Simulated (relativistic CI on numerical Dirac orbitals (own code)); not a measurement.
# Pr⁴⁺ (4f) in crystal fields: levels and magnetism

How does a crystal field split the 4f shell of Pr⁴⁺, and what follows for the ground state and χT? 6 fields tried.

Program: relativistic CI on numerical Dirac orbitals (own code) version 1. Level of theory: Dirac-Coulomb-Breit CI, KLI orbitals optimised for each configuration, model QED (radiative potential, 1s self-energy scaled to tabulated hydrogen-like ionisation energies), valence Slater integrals scaled by 0.75, one configuration in a parametric crystal field. These are calculated values, not measurements, unless marked.

### Step 1. Starting point

| Item | Value |
| --- | --- |
| ion | Pr⁴⁺ (Pr V) |
| nuclear charge | 59 |
| electrons | 55 |
| open shell | 4f |
| Slater scale | 0.75 |
| field 1 (cm⁻¹) | D3h, B20 = 1120, B40 = -870, B60 = -1210, B66 = 760 |
| field 2 (cm⁻¹) | D3d, B20 = -200, B40 = 1200, B43 = -870, B60 = 530, B63 = -30, B66 = -920 |
| field 3 (cm⁻¹) | D4h, B20 = 2230, B40 = 930, B44 = 590, B60 = -320, B64 = -90 |
| field 4 (cm⁻¹) | D3h, B20 = 570, B40 = -1020, B60 = 250, B66 = 580 |
| field 5 (cm⁻¹) | D4h, B20 = 110, B40 = 700, B44 = -700, B60 = 880, B64 = 230 |
| field 6 (cm⁻¹) | Oh, B40 = 2230, B60 = 620 |

The outer shells:

[Xe] 4f1
```
[Xe] core
4f [↑ ][  ][  ][  ][  ][  ][  ]
```

### Step 2. Field 1: D3h, B20 = 1120, B40 = -870, B60 = -1210, B66 = 760

Settings of the run:

```ini
atom Pr  Z=59  charge=4  electrons=55
nucleus A=141  rms_radius_fm=4.8919
hamiltonian dirac-coulomb  breit=on  qed=on  c_scale=1
orbitals kli  potential=per-configuration
slater_scale 0.75
correlation none
mixing on
configurations
  [Xe] 4f
end
crystal_field D3h B20=1120 B40=-870 B60=-1210 B66=760
```

### Step 3. Field 2: D3d, B20 = -200, B40 = 1200, B43 = -870, B60 = 530, B63 = -30, B66 = -920

Settings: those of step 2 with these lines changed.

```diff
@@ -10,2 +10,2 @@
 end
-crystal_field D3h B20=1120 B40=-870 B60=-1210 B66=760
+crystal_field D3d B20=-200 B40=1200 B43=-870 B60=530 B63=-30 B66=-920
```

### Step 4. Field 3: D4h, B20 = 2230, B40 = 930, B44 = 590, B60 = -320, B64 = -90

Settings: those of step 3 with these lines changed.

```diff
@@ -10,2 +10,2 @@
 end
-crystal_field D3d B20=-200 B40=1200 B43=-870 B60=530 B63=-30 B66=-920
+crystal_field D4h B20=2230 B40=930 B44=590 B60=-320 B64=-90
```

### Step 5. Field 4: D3h, B20 = 570, B40 = -1020, B60 = 250, B66 = 580

Settings: those of step 4 with these lines changed.

```diff
@@ -10,2 +10,2 @@
 end
-crystal_field D4h B20=2230 B40=930 B44=590 B60=-320 B64=-90
+crystal_field D3h B20=570 B40=-1020 B60=250 B66=580
```

### Step 6. Field 5: D4h, B20 = 110, B40 = 700, B44 = -700, B60 = 880, B64 = 230

Settings: those of step 5 with these lines changed.

```diff
@@ -10,2 +10,2 @@
 end
-crystal_field D3h B20=570 B40=-1020 B60=250 B66=580
+crystal_field D4h B20=110 B40=700 B44=-700 B60=880 B64=230
```

### Step 7. Field 6: Oh, B40 = 2230, B60 = 620

Settings: those of step 6 with these lines changed.

```diff
@@ -10,2 +10,2 @@
 end
-crystal_field D4h B20=110 B40=700 B44=-700 B60=880 B64=230
+crystal_field Oh B40=2230 B60=620
```

(Steps that only read results are left out.)

Before running it: what results should come out? Wanted: ground spin; most axial ground doublet.

The runs gave:

| field | ground state | degeneracy | S | J | first gap (cm⁻¹) | stabilisation (cm⁻¹) | χT at 2 K | χT at 300 K |
| --- | --- | --- | --- | --- | --- | --- | --- | --- |
| 1: D3h | - | 2 | 0.50 | 2.51 | 542 | -395 | 0.532 | 0.708 |
| 2: D3d | G56 | 2 | 0.50 | 2.50 | 90 | -188 | 0.211 | 0.726 |
| 3: D4h | G7 | 2 | 0.50 | 2.50 | 589 | -617 | 0.537 | 0.697 |
| 4: D3h | - | 2 | 0.50 | 2.51 | 268 | -235 | 0.542 | 0.752 |
| 5: D4h | G7 | 2 | 0.50 | 2.50 | 249 | -183 | 0.208 | 0.748 |
| 6: Oh | G7 | 2 | 0.50 | 2.50 | 562 | -425 | 0.190 | 0.582 |

χT is in cm³ K/mol; stabilisation counts from the free ion's lowest level; S and J come from the expectation values of their squares.

| quantity | value |
| --- | --- |
| ground spin (effective S from ⟨S²⟩) | 1: 0.50, 2: 0.50, 3: 0.50, 4: 0.50, 5: 0.50, 6: 0.50 |
| χT at 300 K | 0.58 to 0.75 cm³ K/mol |
| most axial ground doublet | field 4, g = 0.15, 0.15, 4.15 |

In words: All fields leave the ground state at S = 1/2. J stays near 5/2: the field splits the free-ion level without mixing it much with others. The lowest doublet of field 4 is strongly axial. The field is a set of parameters, without covalency or charge transfer.
